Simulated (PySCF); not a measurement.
**C3H10B3NS: electronic excitations**

Aim: predict the electronic excitations of C3H10B3NS (`CNB1CB(C)BS1`).

The runs use PySCF 2.14.0, with density-fitted response routines of our own; the level of theory stands in each step. All values are computed, except where a source is named. Atoms are numbered from 0 throughout.

## 1. Starting geometry

18 atoms, charge 0, multiplicity 1; geometry from: GFN2-xTB.

Bonds of the start (Å): C0–N1 1.45, N1–B2 1.38, B2–C3 1.59, C3–B4 1.59, B4–C5 1.58, B4–B6 1.66, B6–S7 1.78, S7–B2 1.85, C0–H8 1.09, C0–H9 1.09, C0–H10 1.09, N1–H11 1.01, C3–H12 1.09, C3–H13 1.09, C5–H14 1.09, C5–H15 1.09, C5–H16 1.09, B6–H17 1.17.

## 2. Excited states and response: PBE0/def2-SVPD

What the job is given:

```
{"job": {"kind": "uv", "xc": "PBE0", "basis": "def2-SVPD", "nstates": 8, "ntriplets": 3}, "charge": 0, "multiplicity": 1}
C      3.108576     0.372915     0.277725
N      1.876450     0.432166    -0.480196
B      0.729071    -0.315033    -0.309474
C     -0.613463    -0.139410    -1.141881
B     -1.699532    -0.403813    -0.011352
C     -2.788180     0.702723     0.286166
B     -1.200239    -1.649692     0.960768
S      0.580518    -1.593846     1.020021
H      3.347701     1.353222     0.697011
H      3.937421     0.053956    -0.359269
H      2.992616    -0.342563     1.088322
H      1.916681     1.119060    -1.220106
H     -0.651827    -0.931185    -1.894659
H     -0.695814     0.806064    -1.680292
H     -2.340268     1.476545     0.912038
H     -3.652527     0.327048     0.829927
H     -3.143314     1.205950    -0.611922
H     -1.712630    -2.467791     1.625517
```

Method: TDDFT PBE0/def2-SVPD, vertical, gas phase, core orbitals frozen in the response.

Run with:

```sh
OMP_NUM_THREADS=1 python probes_run.py task.json out
```

One launch serves the whole session: the jobs run in the order shown.

Predict these results of the whole session: lowest singlet (PBE0/def2-SVPD); brightest single state of those computed; lowest triplet; surface potential, 1st and 99th percentile.

**Answer**, as computed:

| quantity | value |
| --- | --- |
| lowest singlet (PBE0/def2-SVPD) | 3.95 eV (314 nm), f = 0.002 |
| brightest single state of those computed | state 3, 5.17 eV, f = 0.047 |
| lowest triplet | 3.13 eV |
| surface potential, 1st and 99th percentile | -0.69 V and 1.69 V |

What this shows: The lowest singlet, at 3.95 eV, is HOMO→LUMO 0.86, HOMO−1→LUMO 0.12 and is weak; of the 8 states computed, the strongest absorption comes from state 3 at 5.17 eV (the last state computed is bright too, and its partners may lie past the list). The lowest triplet lies 0.82 eV below the lowest singlet (triplets in Tamm-Dancoff, singlets in full TDDFT). At PBE0/def2-SVPD, counted by nearest atom on the grid, the HOMO lies on S7 24 %; B4, B6 about 19 % each, the LUMO on B4, B6 about 30 % each; S7 15 %.
